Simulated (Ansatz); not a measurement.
# NiMoIrPdW (P-3m1) in Ansatz: notebook

One crystal, NiMoIrPdW, is run at these levels: PBE+D3(BJ), PBE; tasks: relaxation of cell and atoms.

Everything below comes from runs of Ansatz 0.2.0. Logs are shortened: lines on timing, memory, paths and dates and some standing lists are left out, and cuts for length are marked.

**1. Starting point**

It takes space group P-3m1 (No. 164, trigonal). The conventional cell has a = 2.771 Å, b = 2.771 Å, c = 22.020 Å, α = 90.00°, β = 90.00°, γ = 120.00°. Ni (site symmetry 3m) is surrounded by 3 Mo at 2.55 Å and 3 Pd at 2.65 Å and 6 Ni at 2.77 Å. Mo (site symmetry 3m) is surrounded by 3 Ni at 2.55 Å and 3 Ir at 2.76 Å and 6 Mo at 2.77 Å. Pd (site symmetry 3m) has 3 Ni at 2.65 Å and 9 Pd at 2.77 to 2.84 Å as nearest neighbours. Ir (site symmetry 3m) has 3 Mo at 2.76 Å and 3 W at 2.77 Å and 6 Ir at 2.77 Å as nearest neighbours. W (site symmetry 3m) has 3 Ir at 2.77 Å and 9 W at 2.77 to 2.93 Å as nearest neighbours.

The cell was built by a generator and needn't be a form met in nature.

**2. Relaxation of cell and atoms, PBE+D3(BJ), collinear spin, ferromagnetic start**

The input, input.yaml:

```yaml
crystal:
  lattice:
    - [2.77085, 0.0, 0.0]
    - [-1.38543, 2.39963, 0.0]
    - [0.0, 0.0, 22.01961]
  atoms:
    - { symbol: Ni, position: [0.33333, 0.66667, 0.85081], spin: 1.0 }
    - { symbol: Ni, position: [0.66667, 0.33333, 0.14919], spin: 1.0 }
    - { symbol: Mo, position: [0.66667, 0.33333, 0.76059], spin: 1.0 }
    - { symbol: Mo, position: [0.33333, 0.66667, 0.23941], spin: 1.0 }
    - { symbol: Pd, position: [0.33333, 0.66667, 0.05329] }
    - { symbol: Pd, position: [0.66667, 0.33333, 0.94671] }
    - { symbol: Ir, position: [0.33333, 0.66667, 0.65827], spin: 0.6 }
    - { symbol: Ir, position: [0.66667, 0.33333, 0.34173], spin: 0.6 }
    - { symbol: W, position: [0.33333, 0.66667, 0.44418] }
    - { symbol: W, position: [0.66667, 0.33333, 0.55582] }
hamiltonian:
  xc: pbe
  pseudopotentials: { kind: paw }
  dispersion: d3bj
magnetization:
  spin_polarized: true
kpoints:
  mp_grid: { grid: [8, 8, 1] }
scf:
  occupations: { method: fermi_dirac, width: 0.05 }
output:
  forces: true
  stress: true
  eigenvalues: true
relax:
  f_tol: 0.01
  max_steps: 40
  cell: { stress_tol: 0.05 }
```

Potentials or basis: Ansatz PAW.

Started as:

```sh
$ ansatz run input.yaml --threads 8 --pin off --max-ram 20480MiB --backend cpu --events-out ev --progress --plain --runs-dir out
```

The program printed:

```text
Warning: the atoms were moved onto the symmetric positions of the space group found under crystal.symmetry.tolerance 1.0e-5 (fractional; no operation is sought that the atoms, as they stand in a round, miss by more than twice it, and no atom is moved by as much as it), and the run uses the moved positions. Before a round's move an operation carried an atom to 2.77e-5 Å from where it should land, the largest such distance. Atom 0 (counting from 0) moved farthest, by 1.60e-5 Å; the longest move in fractions of the cell, of whichever atom, is 0.47 of the tolerance, in 1 round. To run the atoms as typed, lower crystal.symmetry.tolerance until the operations that they miss are no longer found, or set crystal.symmetry.detect: false (a key that needs symmetry detection or time reversal refuses this as the deck is read). The positions used, in the order of the run's atom list: position: [0.3333333333333333, 0.6666666666666666, 0.85081]; position: [0.6666666666666666, 0.3333333333333333, 0.14919]; position: [0.6666666666666666, 0.3333333333333333, 0.76059]; position: [0.3333333333333333, 0.6666666666666666, 0.23941]; position: [0.3333333333333333, 0.6666666666666666, 0.05329]; position: [0.6666666666666666, 0.3333333333333333, 0.94671]; position: [0.3333333333333333, 0.6666666666666666, 0.65827]; position: [0.6666666666666666, 0.3333333333333333, 0.34173]; position: [0.3333333333333333, 0.6666666666666666, 0.44418]; position: [0.6666666666666666, 0.3333333333333333, 0.55582]; The lattice was moved too: crystal.lattice keeps the space group found at crystal.symmetry.tolerance 1.0e-5 only nearly: the operation that it misses by the most changes a squared length by the fraction 4.62e-6. The run uses the lattice that is a stretch of the typed one, with no rotation, onto the one that keeps every operation to a double's rounding (on a very oblique basis the stretch itself rounds by more); the deck's lattice vector that moved farthest moved by 3.53e-6 Å. To run the lattice as typed, set crystal.symmetry.tolerance under 4.49e-7, the least fraction by which an operation that the lattice misses changes a squared length (the same key also sets how far an atom may lie from its image, so lowering it can lose operations that the atoms keep only within it), or set crystal.symmetry.detect: false, as for the atoms. crystal.lattice made exact, in Å and degrees: [[2.7708520264577463, 2.8867513459737068e-6, 0.0], [-1.3854285132288733, 2.399626801664327, 0.0], [0.0, 0.0, 22.01961]]. Pasted over the deck's crystal.lattice, beside positions in fractional coordinates, it runs the same cell (given as lengths and angles, that cell in the form's own orientation, a rigid turn of the misfit's size from the one run here, for which a checkpoint.post_process_only pass over this run's state can be refused: where this run relaxes nothing, give such a pass this deck's own crystal.lattice, as typed; behind a relaxation, as crystal.lattice, the state's own cell, identity.cell in its checkpoint.json), and a matrix so pasted ends this notice, except on a very skew basis of the lattice, where the rounding of the pasted numbers themselves can read as a misfit: the cell is then moved again, and that move is told again. The lattice as run is in this notice's lattice.as_run_ang field (Run.prep()["deck_notices"] in Python, the deck_notice line of an events file, deck_notices of ansatz run --dry-run=json, or deck_notices in record.json in the deck's checkpoint.write directory).
Warning: RAYON_NUM_THREADS=8 ignored (pool sized by the plan → 8); use --threads N
Engine: ansatz 0.2.0, x86_64-unknown-linux-gnu
Pseudopotentials: kind: paw
Pseudopotential: Ni, paw, valence charge 18, recommended cutoff 420 eV (normal), Ni.paw.azcp
Pseudopotential: Mo, paw, valence charge 14, recommended cutoff 420 eV (normal), Mo.paw.azcp
Pseudopotential: Pd, paw, valence charge 18, recommended cutoff 420 eV (normal), Pd.paw.azcp
Pseudopotential: Ir, paw, valence charge 17, recommended cutoff 420 eV (normal), Ir.paw.azcp
Pseudopotential: W, paw, valence charge 14, recommended cutoff 420 eV (normal), W.paw.azcp
Functional definition: PBE
  parameter kappa = 0.804
  parameter beta = 0.06672455060314922
  exchange = pbe_x(kappa = kappa, mu = beta*pi^2/3)
  correlation = pbe_c(beta = beta)
[... 212 lines left out ...]
  atom   6  Pd    -0.00000000     0.00000000    -0.00168309
  atom   7  Ir     0.00000000    -0.00000000     0.00262723
  atom   8  Ir    -0.00000000     0.00000000    -0.00262723
  atom   9  W      0.00000000    -0.00000000     0.00062449
  atom  10  W     -0.00000000     0.00000000    -0.00062449
  max |Σ_I F_I| component: 2.31e-17 eV/Å
--- Stress (GPa, compression-positive) ---
        0.009558       0.000000      -0.000000
        0.000000       0.009558      -0.000000
       -0.000000      -0.000000       0.022480
  P = ⅓ Tr σ = 0.0139 GPa (0.139 kbar)
--- Band table (eV; the first three rows and the last of 20) ---
  k-point 0 ↑: bands = ["-81.5692", "-81.5692", "-71.0150", "-71.0149", "-62.5972", "-62.5751", "-52.2108", "-52.1691", "-42.1739", "-42.1739", "-41.8357", "-41.8357", "-41.8357", "-41.8357", "-39.4671", "-39.4671", "-28.3722", "-28.1939", "-28.1722", "-28.1722", "-28.1485", "-28.1485", "-27.8940", "-27.8939", "-27.6415", "-27.6415", "-27.6415", "-27.6415", "-16.8329", "-16.3241", "-15.8252", "-15.8252", "-15.7731", "-15.7731", "-13.6345", "-13.6345", "-12.8198", "-12.8198", "-12.8198", "-12.8198", "11.8839", "12.3995", "13.7990", "14.2320", "14.5761", "14.7879", "15.5027", "16.0298", "16.4927", "16.6091", "18.2254", "18.2254", "18.2381", "18.2381", "18.5389", "18.5856", "18.6996", "18.6996", "18.7171", "18.8642", "18.8642", "19.4736", "19.4736", "19.4838", "19.5033", "19.5677", "19.5677", "19.8459", "19.8459", "19.9024", "19.9024", "19.9652", "19.9652", "20.0082", "20.0586", "20.0586", "20.0597", "20.5808", "20.5808", "20.9188", "20.9264", "20.9264", "21.2788", "21.2788", "21.3329", "21.3329", "21.3808", "21.8076", "21.8076", "21.8980", "21.8980", "22.5991", "24.0692", "24.0692", "24.1040", "24.1040", "24.5043", "24.5043", "25.5162", "25.5162", "30.1564"]
  k-point 1 ↑: bands = ["-81.5684", "-81.5684", "-71.0095", "-71.0095", "-62.5910", "-62.5704", "-52.1925", "-52.1536", "-42.1725", "-42.1725", "-41.8439", "-41.8439", "-41.8378", "-41.8378", "-39.4368", "-39.4368", "-28.3619", "-28.2291", "-28.1949", "-28.1852", "-28.1837", "-28.1588", "-27.8830", "-27.8829", "-27.7220", "-27.7220", "-27.6609", "-27.6609", "-16.7917", "-16.3229", "-16.0098", "-15.9646", "-15.8735", "-15.8131", "-13.6043", "-13.6043", "-13.0208", "-13.0208", "-12.8652", "-12.8652", "12.4969", "12.9761", "14.3459", "14.7363", "15.0030", "15.3603", "15.9731", "16.4933", "16.8088", "16.9120", "17.8026", "17.8557", "18.3052", "18.4343", "18.4843", "18.5180", "18.5436", "18.6876", "18.7020", "18.7068", "18.8685", "18.9886", "19.1468", "19.2684", "19.3535", "19.5034", "19.5088", "19.6490", "19.7043", "19.7433", "19.8531", "19.9126", "19.9582", "20.0155", "20.0321", "20.0734", "20.3613", "20.4242", "20.4931", "20.6168", "20.6171", "20.9571", "21.0134", "21.0711", "21.3037", "21.6597", "21.7936", "21.8954", "22.0212", "22.0472", "22.2377", "23.1804", "23.9043", "24.0456", "24.1212", "24.3963", "25.0643", "25.1754", "25.5658", "26.6203", "30.2322"]
  k-point 2 ↑: bands = ["-81.5664", "-81.5664", "-70.9962", "-70.9962", "-62.5756", "-62.5592", "-52.1478", "-52.1167", "-42.1692", "-42.1692", "-41.8637", "-41.8637", "-41.8427", "-41.8427", "-39.3630", "-39.3630", "-28.3552", "-28.3393", "-28.2856", "-28.2160", "-28.1876", "-28.1841", "-27.9133", "-27.9133", "-27.8562", "-27.8562", "-27.7074", "-27.7074", "-16.7047", "-16.5089", "-16.3924", "-16.2524", "-15.9865", "-15.9101", "-13.5308", "-13.5308", "-13.4897", "-13.4897", "-12.9734", "-12.9734", "13.9514", "14.2467", "15.3817", "15.7678", "15.8411", "16.1041", "16.4691", "16.7840", "16.9929", "17.1868", "17.5376", "17.6131", "17.7569", "17.7919", "17.9331", "18.2107", "18.3570", "18.5453", "18.5658", "18.6291", "18.8589", "19.1744", "19.2567", "19.2941", "19.4302", "19.5423", "19.6213", "19.6391", "19.7779", "19.7953", "19.9749", "19.9891", "19.9970", "20.0648", "20.2139", "20.2411", "20.3392", "20.4310", "20.5388", "20.5976", "20.7432", "20.7608", "21.1730", "21.4859", "21.7483", "22.5110", "22.5620", "22.8465", "23.0333", "23.1444", "23.4577", "23.6336", "24.0379", "24.2461", "24.3196", "24.5599", "25.5714", "26.4217", "26.6297", "28.9373", "30.2606"]
  k-point 9 ↓: bands = ["-81.5631", "-81.5631", "-70.9735", "-70.9735", "-62.5462", "-62.5432", "-52.0648", "-52.0591", "-42.1636", "-42.1636", "-41.8817", "-41.8817", "-41.8668", "-41.8668", "-39.2346", "-39.2346", "-28.4440", "-28.4238", "-28.3600", "-28.3279", "-28.2323", "-28.2109", "-28.0823", "-28.0823", "-27.9400", "-27.9400", "-27.8104", "-27.8104", "-16.8821", "-16.8276", "-16.5592", "-16.4891", "-16.3377", "-16.2886", "-13.8908", "-13.8908", "-13.5432", "-13.5432", "-13.4035", "-13.4035", "16.0186", "16.0409", "16.1898", "16.3926", "16.8026", "16.8147", "17.0800", "17.1212", "17.1641", "17.4931", "17.5062", "17.5970", "17.6201", "17.7600", "17.9234", "18.2542", "18.2552", "18.2809", "18.3615", "18.4843", "18.8910", "18.9884", "19.0866", "19.1765", "19.1923", "19.2964", "19.3809", "19.4017", "19.6803", "19.8843", "20.0002", "20.2718", "20.5716", "20.8701", "20.9056", "21.0967", "21.2677", "21.3677", "21.3809", "21.7598", "21.7985", "22.0467", "22.5827", "23.1059", "23.1484", "23.5024", "23.5041", "23.9180", "24.7595", "25.2509", "25.8948", "26.3435", "26.4677", "26.5049", "27.6937", "27.8454", "28.2962", "28.4141", "28.9018", "29.0219", "29.3666"]
--- Relaxed structure (5 steps of the walk, 4 accepted, 1 SCFs on fresh bases) ---
  F+E_penalty+E_count = -80183.98618519 eV   max|allowed force component| = 4.008e-3 eV/Å   (the final SCF, on the basis selected at the relaxed cell)
  cell:  # Å, volume = 142.3356 Å³
    - [2.746498955741577, 2.8613796339538527e-6, -3.4264443465182454e-18]
    - [-1.3732519558982414, 2.3785364364498216, 3.4264464075222507e-18]
    - [-2.7229535485514574e-17, 1.5720960730129723e-17, 21.788335290241253]
  atoms:
    - { symbol: Ni, position: [0.3333333333333333, 0.6666666666666667, 0.8517954735185177] }
    - { symbol: Ni, position: [0.6666666666666667, 0.3333333333333333, 0.14820452648148238] }
    - { symbol: Mo, position: [0.6666666666666667, 0.3333333333333333, 0.761295211160756] }
    - { symbol: Mo, position: [0.3333333333333333, 0.6666666666666667, 0.23870478883924423] }
    - { symbol: Pd, position: [0.3333333333333333, 0.6666666666666667, 0.05283040349774219] }
    - { symbol: Pd, position: [0.6666666666666667, 0.3333333333333333, 0.947169596502258] }
    - { symbol: Ir, position: [0.3333333333333333, 0.6666666666666667, 0.6587675290137257] }
    - { symbol: Ir, position: [0.6666666666666667, 0.3333333333333333, 0.34123247098627435] }
    - { symbol: W, position: [0.3333333333333333, 0.6666666666666667, 0.4440461390953367] }
    - { symbol: W, position: [0.6666666666666667, 0.3333333333333333, 0.5559538609046634] }
```

It took 35 s on 8 threads of AMD EPYC 7B13 (Zen 3), shared host; peak memory 1.2 GiB.

Results:

```yaml
Free_energy: -80183.9862 eV
Relaxed_volume: 14.23 Å³/atom
Relaxed_cell: a = 2.746 Å, b = 2.746 Å, c = 21.788 Å, α = 90.00°, β = 90.00°, γ = 120.00°
Space_group_after_relaxing_to_0.05_Å: P-3m1 (No. 164)
Energy_gained_by_relaxing: 8.8 meV/atom
Ionic_steps: 5
Pressure_after_relaxing: 0.0 GPa
Largest_force_after_relaxing: 0.004 eV/Å
Band_gap_on_the_k_mesh: none (metal or under the smearing width)
Net_moment: 0.00 μB per cell
Absolute_moment: 0.00 μB per cell
```

Forces in eV/Å, atoms in the order of the input:
```
Ni   0.000  0.000  0.004
Ni   0.000  0.000 -0.004
Mo   0.000  0.000 -0.003
Mo   0.000  0.000  0.003
Pd   0.000  0.000  0.002
Pd   0.000  0.000 -0.002
Ir   0.000  0.000  0.003
Ir   0.000  0.000 -0.003
W    0.000  0.000  0.001
W    0.000  0.000 -0.001
```

Step by step:
```csv
step,energy change (eV),largest force (eV/Å),volume (Å³)
1,0.0000,0.0791,146.41
2,-0.0873,0.0596,142.80
3,-0.0892,0.0181,142.33
4,-0.0893,0.0040,142.34
5,-0.0875,0.0040,142.34
```

Final structure:
```
Ni Mo Pd Ir W
1.0
     2.74650    0.00000    0.00000
    -1.37325    2.37854    0.00000
     0.00000    0.00000   21.78834
Ni Mo Pd Ir W
2 2 2 2 2
Cartesian
  0.0000 1.5857 18.5592
  1.3732 0.7928 3.2291
  1.3732 0.7928 16.5874
  0.0000 1.5857 5.2010
  0.0000 1.5857 1.1511
  1.3732 0.7928 20.6372
  0.0000 1.5857 14.3534
  1.3732 0.7928 7.4349
  0.0000 1.5857 9.6750
  1.3732 0.7928 12.1133
```

Caveat: the plane-wave basis is chosen anew once the cell has moved, so the energies of steps on either side of that aren't comparable; pairwise dispersion overbinds metals, which lowers pressure and volume; the starting moments weren't kept. The run has no spin-orbit coupling, so splittings on Ir, W are missing.

**3. Relaxation of cell and atoms, PBE, collinear spin, ferromagnetic start**

Changes to input.yaml since step 2:

```diff
@@ -19,3 +19,2 @@
   pseudopotentials: { kind: paw }
-  dispersion: d3bj
 magnetization:
@@ -30,2 +29,6 @@
   eigenvalues: true
+  write_density: true
+  write_potential: true
+  elf: true
+  volumetric_format: npy
 relax:
```

Potentials or basis: Ansatz PAW.

Started as:

```sh
$ ansatz run input.yaml --threads 8 --pin off --max-ram 20480MiB --backend cpu --events-out ev --progress --plain --runs-dir out
```

Run time: 19 s. Hardware: 8 threads of Intel Xeon at 2.60GHz (Ice Lake), shared host; peak memory 1.2 GiB.

It converged, with:

- Free energy: -80177.5057 eV
- Relaxed volume: 14.64 Å³/atom
- Relaxed cell: a = 2.771 Å, b = 2.771 Å, c = 22.017 Å, α = 90.00°, β = 90.00°, γ = 120.00°
- Space group after relaxing (to 0.05 Å): P-3m1 (No. 164)
- Energy gained by relaxing: 0.0 meV/atom
- Ionic steps: 3
- Pressure after relaxing: 0.0 GPa
- Largest force after relaxing: 0.005 eV/Å
- Band gap on the k mesh: none (metal or under the smearing width)
- Net moment: 0.00 μB per cell
- Absolute moment: 0.00 μB per cell

Forces in eV/Å, atoms in the order of the input:
```
Ni   0.000  0.000  0.005
Ni   0.000  0.000 -0.005
Mo   0.000  0.000 -0.003
Mo   0.000  0.000  0.003
Pd   0.000  0.000  0.002
Pd   0.000  0.000 -0.002
Ir   0.000  0.000 -0.001
Ir   0.000  0.000  0.001
W    0.000  0.000  0.001
W    0.000  0.000 -0.001
```

The path:
| step | energy change (eV) | largest force (eV/Å) | volume (Å³) |
| --- | --- | --- | --- |
| 1 | 0.0000 | 0.0509 | 146.41 |
| 2 | -0.0003 | 0.0051 | 146.45 |
| 3 | -0.0003 | 0.0051 | 146.45 |

Final structure:
```
CELL_PARAMETERS angstrom
2.77138 0.00000 0.00000
-1.38569 2.40009 0.00000
0.00000 0.00000 22.01680
ATOMIC_POSITIONS crystal
Ni 0.33333 0.66667 0.85084
Ni 0.66667 0.33333 0.14916
Mo 0.66667 0.33333 0.76043
Mo 0.33333 0.66667 0.23957
Pd 0.33333 0.66667 0.05328
Pd 0.66667 0.33333 0.94672
Ir 0.33333 0.66667 0.65817
Ir 0.66667 0.33333 0.34183
W 0.33333 0.66667 0.44411
W 0.66667 0.33333 0.55589
```

Levels at points of the mesh, in eV from the Fermi level:
Spin up:
```tsv
k point	band 79	band 80	band 81	band 82	band 83	band 84
(0.00, 0.00, 0.00)	-0.87	-0.56	-0.54	-0.54	-0.20	-0.20
(0.00, -0.50, 0.00)	0.74	1.00	1.03	1.22	1.44	1.53
```
Spin down:
```
            k point  band 77  band 78  band 79  band 80  band 81  band 82  band 83  band 84  band 85  band 86
 (0.00, 0.00, 0.00)    -1.37    -0.87    -0.87    -0.56    -0.54    -0.54    -0.20    -0.20    -0.14    -0.14
(0.00, -0.50, 0.00)     0.07     0.14     0.74     1.00     1.03     1.22     1.44     1.53     1.72     1.83
```

Caveat: the plane-wave basis is chosen anew once the cell has moved, so the energies of steps on either side of that aren't comparable; the starting moments weren't kept. Spin-orbit coupling is left out, which matters for the levels of Ir, W.
